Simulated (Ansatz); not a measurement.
Relaxation of a periodic cell of 63 atoms, GaSi62 (host Si, host structure diamond, dopant Ga, one Si atom removed), cell charge +1, to a largest force component of 0.03 eV/Å in at most 60 steps.

All numbers below come from DFT PBE, scalar-relativistic, plane waves, PAW in Ansatz. Settings: PAW set soft_1, cutoff 420 eV, k mesh 1x1x1, fermi-dirac smearing 0.02 eV, no spin polarisation.

```xyz
63
Lattice="10.8600 0.0000 0.0000 0.0000 10.8600 0.0000 0.0000 0.0000 10.8600" Properties=species:S:1:pos:R:3
Si 5.411 -0.020 -0.003
Ga 6.744 1.383 1.371
Si 9.490 4.053 1.422
Si 8.132 0.006 2.716
Si 9.520 1.295 4.034
Si -0.013 -0.012 -0.024
Si 1.374 1.344 1.386
Si 2.731 2.687 -0.040
Si 4.125 4.059 1.349
Si 5.467 5.417 0.019
Si 6.748 6.813 1.378
Si 8.151 8.090 0.014
Si 9.484 9.530 1.343
Si 2.706 -0.013 2.763
Si 4.044 1.362 4.029
Si 5.454 2.706 2.712
Si 6.765 4.060 4.083
Si 8.148 5.421 2.748
Si 9.538 6.785 4.049
Si 5.482 0.017 5.435
Si 6.791 1.401 6.756
Si 8.169 2.674 5.468
Si 9.495 4.057 6.821
Si 8.174 -0.028 8.171
Si 9.486 1.350 9.543
Si -0.066 5.453 0.025
Si 1.415 6.790 1.399
Si 2.733 8.114 0.011
Si 4.088 9.496 1.336
Si -0.082 2.733 2.712
Si 1.332 4.082 4.071
Si 2.772 5.426 2.733
Si 4.093 6.773 4.096
Si 5.461 8.167 2.679
Si 6.752 9.504 4.128
Si 0.041 0.011 5.403
Si 1.395 1.340 6.750
Si 2.703 2.700 5.380
Si 4.028 4.093 6.840
Si 5.448 5.403 5.423
Si 6.779 6.800 6.768
Si 8.142 8.157 5.413
Si 9.555 9.494 6.767
Si 2.697 0.031 8.171
Si 4.106 1.386 9.485
Si 5.459 2.678 8.149
Si 6.775 4.068 9.531
Si 8.105 5.420 8.149
Si 9.495 6.815 9.532
Si -0.036 8.167 2.721
Si 1.322 9.508 4.110
Si -0.002 5.442 5.441
Si 1.351 6.793 6.755
Si 2.715 8.143 5.445
Si 4.082 9.482 6.810
Si -0.037 2.766 8.139
Si 1.375 4.011 9.536
Si 2.714 5.449 8.110
Si 4.053 6.793 9.488
Si 5.448 8.176 8.119
Si 6.789 9.529 9.495
Si 0.043 8.120 8.158
Si 1.354 9.555 9.443
```

Where does it end, and by what steps?

It converged. Limits of this set-up: coarse k mesh, no spin, though dangling bonds at a vacancy may carry it, a typed lattice constant that wasn't relaxed here, charged cell in a uniform background, uncorrected. After 3 steps the energy has fallen by 1.115 eV; Si16 moved furthest, 0.10 Å.

```csv
step,energy less start (eV),largest force component (eV/Å),accepted
0,0.0000,1.253,yes
1,-1.0334,0.308,yes
2,-1.1114,0.054,yes
3,-1.1146,0.025,yes
```

```xyz
63
Lattice="10.8600 0.0000 0.0000 0.0000 10.8600 0.0000 0.0000 0.0000 10.8600" Properties=species:S:1:pos:R:3
Si 5.426 -0.007 -0.077
Ga 6.776 1.346 1.373
Si 9.469 4.037 1.346
Si 8.226 -0.007 2.723
Si 9.528 1.356 4.094
Si -0.019 0.016 0.019
Si 1.366 1.357 1.358
Si 2.718 2.711 0.002
Si 4.052 4.095 1.359
Si 5.444 5.412 0.018
Si 6.791 6.791 1.358
Si 8.148 8.141 0.003
Si 9.525 9.482 1.359
Si 2.729 0.005 2.712
Si 4.095 1.369 4.053
Si 5.426 2.799 2.722
Si 6.790 4.093 4.098
Si 8.129 5.411 2.706
Si 9.524 6.780 4.065
Si 5.436 0.006 5.419
Si 6.791 1.356 6.784
Si 8.148 2.711 5.432
Si 9.497 4.066 6.796
Si 8.129 0.013 8.168
Si 9.463 1.379 9.544
Si -0.033 5.393 0.004
Si 1.350 6.779 1.359
Si 2.712 8.140 0.002
Si 4.093 9.521 1.349
Si -0.014 2.697 2.703
Si 1.351 4.092 4.067
Si 2.705 5.445 2.719
Si 4.083 6.800 4.067
Si 5.438 8.157 2.710
Si 6.799 9.521 4.055
Si 0.017 -0.002 5.444
Si 1.350 1.359 6.800
Si 2.713 2.714 5.437
Si 4.083 4.091 6.799
Si 5.430 5.445 5.445
Si 6.790 6.779 6.800
Si 8.146 8.140 5.437
Si 9.523 9.512 6.799
Si 2.705 -0.002 8.133
Si 4.056 1.355 9.482
Si 5.446 2.698 8.164
Si 6.805 4.034 9.542
Si 8.145 5.393 8.184
Si 9.500 6.778 9.510
Si 0.017 8.136 2.718
Si 1.374 9.508 4.070
Si -0.006 5.423 5.442
Si 1.361 6.788 6.789
Si 2.718 8.142 5.432
Si 4.079 9.509 6.775
Si -0.035 2.714 8.184
Si 1.353 4.064 9.513
Si 2.706 5.422 8.156
Si 4.084 6.780 9.484
Si 5.430 8.135 8.132
Si 6.790 9.479 9.485
Si -0.005 8.135 8.154
Si 1.349 9.512 9.487
```

Whether the end is a true minimum wasn't checked by a vibrational analysis.

Time of the run: 28 s on 4 threads of Arm Neoverse V1 (shared host), peak memory 1.1 GiB.
